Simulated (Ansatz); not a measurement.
I need energies of removing a hydrogen of BH₇S₂Si₂, SMILES [SiH3][SiH2]B(S)S. Use the Ansatz DFT code, driven from Python. Level of theory (for the species named): CAM-B3LYP, def2-SVP basis, multiplicity 1.

`bh7s2si2.xyz`
```text
12

Si   -1.26900    1.25270    0.48300
Si    0.80170    0.61870    0.60650
B     0.92630   -1.13180   -0.21430
S     0.03640   -2.56260    0.48180
S     2.07060   -1.39200   -1.71530
H    -1.45010    2.64220    1.08500
H    -2.15070    0.33840    1.18090
H    -1.67680    1.38100   -0.94930
H     1.21510    0.56630    2.06080
H     1.67140    1.57260   -0.08590
H    -1.13890   -2.27770   -0.33180
H     1.04120   -1.06310   -2.56750
```

`bde_bh7s2si2.py`:
```python
"""Cost of removing each kind of hydrogen from BH7S2Si2, fragments frozen."""

import ansatz as az


def single_point(molecule, charge=0, unpaired=0):
    calc = molecule.calculation().basis(gaussian="def2-SVP").functional("CAM-B3LYP")
    if charge:
        calc = calc.charge(charge)
    if unpaired:
        calc = calc.spin("collinear", total=unpaired)
    return calc.run(threads=1).report["free_energy_ev"]

def without(molecule, index):
    rest = az.Crystal.molecule()
    for i, site in enumerate(molecule.cartesian_sites):
        if i != index:
            rest = rest.atom(site.symbol, site.position_ang)
    return rest

system = az.Crystal.molecule_from_extxyz("bh7s2si2.xyz")

whole = single_point(system, 0)
hydrogen = single_point(az.Crystal.molecule().atom("H", (0, 0, 0)), 0, 1)
print(f"E(molecule) = {whole:.5f} eV, E(H) = {hydrogen:.5f} eV")
for index in [7, 9, 11]:
    radical = single_point(without(system, index), 0, 1)
    print(f"H{index}: homolysis {96.485332 * (radical + hydrogen - whole):.1f} kJ/mol")
```

```console
$ python bde_bh7s2si2.py
E(molecule) = -38203.44149 eV, E(H) = -13.54842 eV
H7: homolysis 384.7 kJ/mol
H9: homolysis 380.6 kJ/mol
H11: homolysis 286.7 kJ/mol
```

Notes:
- Total energies depend on the basis set; only differences at equal settings carry meaning.
- The geometry is a force-field or estimated start, not a minimum of this method, and the basis set is short of its limit. All parts are taken at fixed geometry, without zero-point energy.
- It ran for 54 s on 1 thread of Arm Neoverse V1, on a shared host, peak memory 0.53 GiB.

(Lines on the test bed's own set-up are left out of the output.)
